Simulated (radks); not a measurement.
**Hf²⁺ in [Xe] 4f14 5d2: an all-electron calculation**

Wanted: eigenvalues, radial structure and energy terms of the hafnium ion Hf2+.

Program: radks (a radial shooting solver on a logarithmic mesh, Libxc functionals) version 1. Level of theory: Dirac Kohn-Sham, B86b exchange with PBE correlation, spin-unpolarised, spherical densities, point nucleus; open shells are shared between the two j in proportion to 2j + 1. These are calculated values, not measurements, unless marked.

### 1 The atom as given

```
element       : hafnium (Z = 72)
charge        : +2
electrons     : 70
configuration : [Xe] 4f14 5d2
```

Outer shells as boxes (Hund's rule):

Hf²⁺
```
[Xe] core
4f [↑↓][↑↓][↑↓][↑↓][↑↓][↑↓][↑↓]
5d [↑ ][↑ ][  ][  ][  ]
```

### 2 Self-consistent calculation

The run's settings:

```text
Z 72
configuration [Xe] 4f14 5d2 6s0 6p0 5f0 6d0
relativity Dirac
functional b86_mgc,pbe
spin unpolarised
j_filling average
nucleus point
c 137.035999084
```

Started as:

```console
$ python run_ks.py task.json out
```

All runs below come from this command, one after another.

**Question.** What will this run give?

As calculated:

```
                        quantity                   value
                    total energy     -15098.0537 hartree
exchange-correlation share of it                  2.06 %
                            −T/E                  1.1189
          highest occupied level       5d5/2, -16.488 eV
    most extended occupied level  5d5/2, <r> = 2.14 bohr
 radius at density 0.001 e/bohr³               3.72 bohr
    maxima of the radial density                       4
         ionisation energy, NIST       22.55 (theory) eV
```

**Reading.** The radial density shows 4 maxima for 5 occupied principal shells; where shells overlap, one shows as a shoulder or not at all. Relativity lifts −T/E to 1.119. The top level binds by 16.488 eV, 73 % of the NIST ionisation energy of 22.55 eV; the potential of a semilocal functional falls off too fast, so its top eigenvalue is too shallow. Spin polarisation and multiplet splitting are left out. Sharing an open shell by 2j + 1 raises it above the true ground level by a part of the spin-orbit splitting, which enters the differences from NIST.
